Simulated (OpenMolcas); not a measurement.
# BHOF2 (difluorohydroxyborane) at HF/6-31G(d) (RICD fitting, spherical functions, fitting threshold 0.01)

What is the vertical ionisation energy of BHOF2 (difluorohydroxyborane) at HF/6-31G* (RICD fitting, spherical functions, fitting threshold 0.01)? 

The calculation is run with OpenMolcas 26.06.

## (1) The structure to begin with

The species is BHOF2 (5 atoms), meant as a singlet with charge 0. SMILES: `OB(F)F`. The coordinates come from a GFN2-xTB relaxation.

Bond lengths: O1–B2 1.319 Å, B2–F3 1.314 Å, B2–F4 1.327 Å, O1–H5 0.958 Å. Angles: O1–B2–F3 121.0°, O1–B2–F4 123.1°, F3–B2–F4 115.9°, B2–O1–H5 117.7°.

## (2) Energy and gradient at HF/6-31G(d) (RICD fitting, spherical functions, fitting threshold 0.01)

input.xyz reads:

```xyz
5

O      0.031910     0.983470     0.158720
B      0.104930    -0.333240     0.136890
F      0.724520    -0.991730     1.090370
F     -0.428080    -1.073520    -0.827330
H     -0.433280     1.415020    -0.558650
```

job.inp reads:

```
&GATEWAY
BasLib=$CurrDir
Coord=input.xyz
Basis=6-31Gs
Group=NoSym
RICD
aCD
CDThreshold=0.01
&SEWARD
&SCF
PrOrbitals=1 1
&ALASKA
```

The basis set 6-31G* is read from a file made from the Basis Set Exchange's data (not shown).

Command:

```bash
export MOLCAS_MEM=1860
pymolcas job.inp > job.log
```

Log:

```text
--- Start Module: gateway ---
[...]
--- Stop Module: gateway /rc=_RC_ALL_IS_WELL_ ---
[...]
      Basis functions           58
[...]
--- Start Module: scf ---
[...]
       Convergence after  10 Iterations
[...]
::    Total SCF energy                               -299.1982606466
[...]
      Total spin, S                                     0.0000000000
[...]
      Total electronic charge=   32.000000
      Total            charge=   -0.000000
[...]
      Dipole Moment (debye):
      Origin of the operator (angstrom)=    0.1039   -0.3901    0.1285
                   X= -9.6806E-01               Y=  1.5909E+00               Z= -1.4140E+00           Total=  2.3383E+00
      Quadrupole Moment (debye*angstrom):
[...]
--- Stop Module: scf /rc=_RC_ALL_IS_WELL_ ---
--- Start Module: alaska ---
[...]
 *              Molecular gradients               *
 **************************************************
  Irreducible representation: a
 ------------------------------------------------------------------------------------------
                              X                       Y                       Z
 ------------------------------------------------------------------------------------------
  O1                5.46086774009746E-03   -2.19676288560997E-02    6.34746738266134E-03
  B2                6.39561323537541E-04    2.65397857316925E-02    4.22666040618189E-03
  F3                1.08759849327811E-03   -6.13450651106895E-03    1.09635518204243E-03
  F4               -1.21007458261424E-03   -8.11265353312685E-03   -3.02584704766851E-03
  H5               -5.97795297426762E-03    9.67500316869652E-03   -8.64463592317399E-03
 ------------------------------------------------------------------------------------------
--- Stop Module: alaska /rc=_RC_ALL_IS_WELL_ ---
[...]
```

Wall time 2.4 s (1 thread of Arm Neoverse V1, shared host); peak memory 0.17 GiB.

## (3) The doublet cation at the same level

input.xyz is that of step 2.

job.input reads:

```
&gateway
baslib=$CurrDir
coord=input.xyz
basis=6-31Gs
group=NoSym
ricd
acd
cdthreshold=0.01
&seward
&scf
uhf
charge=1
spin=2
prorbitals=1 1
&alaska
```

The basis set 6-31G* is read from a file made from the Basis Set Exchange's data (not shown).

Command:

```bash
export MOLCAS_MEM=1860
pymolcas job.input > job.log
```

Log:

```text
--- Start Module: gateway ---
[...]
--- Stop Module: gateway /rc=_RC_ALL_IS_WELL_ ---
[...]
      Basis functions           58
[...]
--- Start Module: scf ---
[...]
       Convergence after  18 Iterations
[...]
::    Total SCF energy                               -298.7308253868
[...]
      Total spin, S                                     0.5029896550
[...]
      Total electronic charge=   31.000000
      Total            charge=    1.000000
[...]
      Dipole Moment (debye):
      Origin of the operator (angstrom)=    0.1039   -0.3901    0.1285
                   X= -1.4177E+00               Y=  6.3800E+00               Z= -1.6312E+00           Total=  6.7361E+00
      Center of Charge (angstrom)
[...]
--- Stop Module: scf /rc=_RC_ALL_IS_WELL_ ---
[...]
--- Start Module: alaska ---
[...]
 *              Molecular gradients               *
 **************************************************
  Irreducible representation: a
 ------------------------------------------------------------------------------------------
                              X                       Y                       Z
 ------------------------------------------------------------------------------------------
  O1               -2.46669856393422E-03   -1.26541847070818E-01   -1.74287047649533E-02
  B2               -1.75935601142828E-02    2.42067912846061E-01   -2.66098788921701E-03
  F3                1.80137325860699E-02   -4.47312677126419E-02    2.47999746810326E-02
  F4               -1.24126663889008E-02   -5.14727419752425E-02   -2.61892440272344E-02
  H5                1.44591924810360E-02   -1.93220560873306E-02    2.14789620004114E-02
 ------------------------------------------------------------------------------------------
--- Stop Module: alaska /rc=_RC_ALL_IS_WELL_ ---
[...]
```

It took 3.3 s on 1 thread of Arm Neoverse V1, shared host; peak memory 0.17 GiB.

## (4) Outcome

Level: HF/6-31G* (RICD fitting, spherical functions, fitting threshold 0.01).

| quantity | value |
| --- | --- |
| singlet BHOF2: total energy | -299.19826 Eh |
| singlet BHOF2: dipole moment | 2.34 D |
| singlet BHOF2: HOMO energy | -15.29 eV |
| singlet BHOF2: LUMO energy | 5.61 eV |
| singlet BHOF2: HOMO–LUMO gap | 20.90 eV |
| singlet BHOF2: largest force on an atom | 1.382 eV/Å |
| doublet cation: total energy | -298.73083 Eh |
| doublet cation: HOMO energy (highest over α and β) | -24.13 eV |
| doublet cation: LUMO energy (lowest over α and β) | -10.65 eV |
| doublet cation: ⟨S²⟩ | 0.756 |
| doublet cation: largest force on an atom | 12.481 eV/Å |
| vertical ionisation energy (to the doublet cation) | 12.720 eV |

The vertical ionisation energy comes to 12.72 eV (293 kcal/mol). The largest force (singlet BHOF2) is 1.38 eV/Å: the shape isn't a stationary point for this species at this level. The negative HOMO energy of the first species, 15.29 eV, lies 2.57 eV above that difference. Mulliken charges (singlet BHOF2) run from -0.71 on O1 to +1.01 on B2. Mulliken charges (doublet cation) run from -0.31 on F4 to +1.08 on B2.
